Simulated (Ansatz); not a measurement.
# CH₅BrOSi: up Jacob's ladder to CCSD(T)

An exercise on one series of results from a longer session: the logs are not shown, and one member is left open.

Program: Ansatz 0.2.0, Gaussian basis. Level of theory: functionals in def2-TZVPP, the program's frozen cores in correlated methods. These are calculated values, not measurements.

Plan: PBE-D4, r2SCAN-D4, PBE0-D4, B3LYP-D4, ωB97X-V, ωB97M-V, B2PLYP; CCSD(T)/def2-TZVPP; MP2/def2-QZVPP; extrapolation to the limit.

### Structure used throughout

All runs share one geometry, relaxed beforehand with PBE0-D4 in a triple-zeta def2 set.

SMILES `OC[SiH2]Br`, 9 atoms, charge 0, spin multiplicity 1.

Atoms are counted from 1 here; the program's logs count them from 0.

Bond lengths: O1–C2 1.415 Å, O1–H5 0.963 Å, C2–Si3 1.884 Å, C2–H6 1.095 Å, C2–H7 1.099 Å, Si3–Br4 2.234 Å, Si3–H8 1.484 Å, Si3–H9 1.481 Å. Angles: C2–O1–H5 108.2°, O1–C2–Si3 112.3°, O1–C2–H6 106.9°, O1–C2–H7 112.1°, Si3–C2–H6 108.7°, Si3–C2–H7 110.0°, H6–C2–H7 106.6°, C2–Si3–Br4 105.9°, C2–Si3–H8 112.3°, C2–Si3–H9 112.3°, Br4–Si3–H8 108.1°, Br4–Si3–H9 107.0°, H8–Si3–H9 110.9°.

As a file:

```mol
CH5BrOSi
  3D, bonds by distance, orders not assigned

  9  8  0  0  0  0  0  0  0  0999 V2000
   -0.1378    1.5699   -0.7487 O   0  0
    0.7064    0.5130   -0.3353 C   0  0
   -0.2035   -0.7598    0.7138 Si  0  0
   -1.9767   -1.3913   -0.4900 Br  0  0
   -0.9003    1.1886   -1.1966 H   0  0
    1.5036    0.9601    0.2676 H   0  0
    1.1955    0.0177   -1.1864 H   0  0
    0.6227   -1.9626    0.9831 H   0  0
   -0.7212   -0.1820    1.9753 H   0  0
  1  2  8  0
  2  3  8  0
  3  4  8  0
  1  5  8  0
  2  6  8  0
  2  7  8  0
  3  8  8  0
  3  9  8  0
M  END
```

Set-up of the first run:

in.yaml reads:

```yaml
crystal:
  periodic: [false, false, false]
  atoms:
    - {symbol: O, position_ang: [-0.137763, 1.569950, -0.748702]}
    - {symbol: C, position_ang: [0.706438, 0.512963, -0.335255]}
    - {symbol: Si, position_ang: [-0.203506, -0.759827, 0.713770]}
    - {symbol: Br, position_ang: [-1.976729, -1.391332, -0.489967]}
    - {symbol: H, position_ang: [-0.900292, 1.188636, -1.196568]}
    - {symbol: H, position_ang: [1.503618, 0.960062, 0.267624]}
    - {symbol: H, position_ang: [1.195454, 0.017737, -1.186354]}
    - {symbol: H, position_ang: [0.622706, -1.962550, 0.983064]}
    - {symbol: H, position_ang: [-0.721225, -0.182038, 1.975290]}
basis:
  gaussian: {orbitals: def2-TZVPP}
hamiltonian: {xc: pbe, dispersion: d4}
output: {forces: true, orbitals: {seedname: orbitals}}
```

Run with:

```
$ ansatz run in.yaml --threads 4 --pin off --events-out ev --progress --plain --max-ram 10444MiB
```

Steps of the session up to this table: PBE-D4 (GGA); r2SCAN-D4 (meta-GGA); PBE0-D4 (hybrid); B3LYP-D4 (hybrid); ωB97X-V (range-separated); ωB97M-V (range-separated); B2PLYP (double hybrid); CCSD(T) in def2-TZVPP; MP2 in def2-QZVPP.

One table of the session follows, with a row left open; its other results are not shown here.

```
            method  atomisation energy (kJ/mol)
            PBE-D4                       3057.0
         r2SCAN-D4                       3028.0
           PBE0-D4                       3010.4
          B3LYP-D4                       3007.5
           ωB97X-V                       3031.5
           ωB97M-V                       3025.2
            B2PLYP                       2977.1
     HF/def2-TZVPP                       2185.8
    MP2/def2-TZVPP                       2986.9
   CCSD/def2-TZVPP                            ?
CCSD(T)/def2-TZVPP                       2943.8
           MP2/CBS                       3078.6
       CCSD(T)/CBS                       3035.6
```

Estimate the missing values for CCSD/def2-TZVPP.

The run gave: atomisation energy (kJ/mol): 2900.9. In the column «atomisation energy (kJ/mol)» it lies between HF/def2-TZVPP (2185.8) and CCSD(T)/def2-TZVPP (2943.8).

To keep in mind: Free atoms (1 O, 1 C, 1 Si, 1 Br, 5 H) were run apart at each level; the atomisation energy is their sum less the molecule, without zero-point or spin-orbit terms.
